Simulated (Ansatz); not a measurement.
**SiHBr: taking an electron away**

One table from this session's results is given with a row withheld; the runs are named, their logs left out.

Method: unrestricted cation, the program's frozen cores in correlated methods; program: Ansatz 0.2.0, Gaussian basis.

Plan: UKS PBE-D4/def2-TZVPP; UKS r2SCAN-D4/def2-TZVPP; UKS PBE0-D4/def2-TZVPP; UKS B3LYP-D4/def2-TZVPP; UKS wB97X-V/def2-TZVPP; UKS wB97M-V/def2-TZVPP; UKS B2PLYP/def2-TZVPP; UHF-CCSD(T)/def2-TZVPP; UHF-MP2/def2-QZVPP; extrapolation to the limit; then −ε(HOMO) from the neutral's earlier runs with LDA (SPW92), PBE-D4, revPBE-D4, BLYP-D4, r2SCAN-D4, B97M-V, PBE0-D4, B3LYP-D4, r2SCANh-D4, r2SCAN0-D4, HSE06-D4, BHLYP-D4, CAM-B3LYP-D4, LC-ωPBE, ωB97X-V, ωB97M-V.

## The geometry

An earlier PBE0-D4 in a triple-zeta def2 set relaxation fixed the geometry.

SMILES `[SiH]Br`, 3 atoms, charge 0, spin multiplicity 1.

Atoms are counted from 1 here; the program's logs count them from 0.

Bond lengths: Si1–Br2 2.245 Å, Si1–H3 1.527 Å. Angles: Br2–Si1–H3 94.0°.

The first run:

File in.yaml:

```yaml
crystal:
  periodic: [false, false, false]
  atoms:
    - {symbol: Si, position_ang: [-0.624745, 0.521948, -0.296089]}
    - {symbol: Br, position_ang: [1.340911, 0.401453, 0.781387]}
    - {symbol: H, position_ang: [-0.727066, -0.988301, -0.498598]}
basis:
  gaussian: {orbitals: def2-TZVPP}
total_charge: 1
magnetization: {spin_polarized: true, initial_magnetization: 1}
hamiltonian: {xc: pbe, dispersion: d4}
```

Among the steps run: Cation, UKS PBE-D4/def2-TZVPP; Cation, UKS r2SCAN-D4/def2-TZVPP; Cation, UKS PBE0-D4/def2-TZVPP; Cation, UKS B3LYP-D4/def2-TZVPP; Cation, UKS wB97X-V/def2-TZVPP; Cation, UKS wB97M-V/def2-TZVPP; Cation, UKS B2PLYP (frozen core)/def2-TZVPP; Cation, UHF-CCSD(T)/def2-TZVPP; Cation, UHF-MP2/def2-QZVPP.

One of the session's tables, all rows but one given; the rest of the session is left out.

It belongs to the step «Ionisation energies side by side». For comparison, −ε(HOMO) of the neutral from earlier runs:

```
  functional  −ε(HOMO) (eV)
 LDA (SPW92)           5.96
      PBE-D4           5.88
   revPBE-D4              ?
     BLYP-D4           5.76
   r2SCAN-D4           6.11
      B97M-V           6.19
     PBE0-D4           6.98
    B3LYP-D4           6.79
  r2SCANh-D4           6.51
  r2SCAN0-D4           7.11
    HSE06-D4           6.58
    BHLYP-D4           7.95
CAM-B3LYP-D4           8.24
     LC-ωPBE           9.54
     ωB97X-V           9.21
     ωB97M-V           9.04
```

Estimate the missing values for revPBE-D4.

The run gave: −ε(HOMO) (eV): 5.86. In the column «−ε(HOMO) (eV)» it lies between BLYP-D4 (5.76) and PBE-D4 (5.88).
